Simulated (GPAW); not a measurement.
Crystal: GaGe3.

```xyz
4
Lattice="0.0000 3.3872 3.3872 3.3872 0.0000 3.3872 3.3872 3.3872 0.0000" Properties=species:S:1:pos:R:3 pbc="T T T"
Ge    3.3872    3.3872    3.3872
Ge    5.0808    5.0808    5.0808
Ge    1.6936    1.6936    1.6936
Ga    0.0000    0.0000    0.0000
```

The cell comes from a database or a generator and needn't be the stable form of this composition.

```yaml
Program: GPAW 26.7.0
Task: relaxation of cell and atoms
Functional: PBEsol
Dispersion: D4
Potentials_or_basis: PAW data sets generated in the run's folder for this functional
Cutoff: 600 eV
Basis: pw
k_mesh: 7 × 7 × 7
Occupations: fermi-dirac, width 0.05 eV
Spin: no spin polarisation
```

At the start: pressure -6.0 GPa; volume 19.43 Å³/atom.

Where does the relaxation end?

Over 4 steps the energy falls by 33.3 meV/atom and the volume is 17.81 Å³/atom (-8.3 %); space group Fm-3m (No. 225, to 0.05 Å).

Step by step:
```tsv
step	energy change (eV)	largest force (eV/Å)	pressure (GPa)	volume (Å³)
1	0.0000	0.0000	-5.95	77.72
2	-0.0215	0.0000	-5.55	77.12
3	-0.1292	0.0000	1.18	70.14
4	-0.1332	0.0000	-0.13	71.23
```

Final structure:
```yaml
crystal:
  lattice:
    - [0.00000, 3.29017, 3.29017]
    - [3.29017, 0.00000, 3.29017]
    - [3.29017, 3.29017, 0.00000]
  atoms:
    - { symbol: Ge, position: [0.50000, 0.50000, 0.50000] }
    - { symbol: Ge, position: [0.75000, 0.75000, 0.75000] }
    - { symbol: Ge, position: [0.25000, 0.25000, 0.25000] }
    - { symbol: Ga, position: [0.00000, 0.00000, 0.00000] }
```

Caveat: later steps reuse the first step's grids; pairwise dispersion overbinds metals, which lowers pressure and volume.
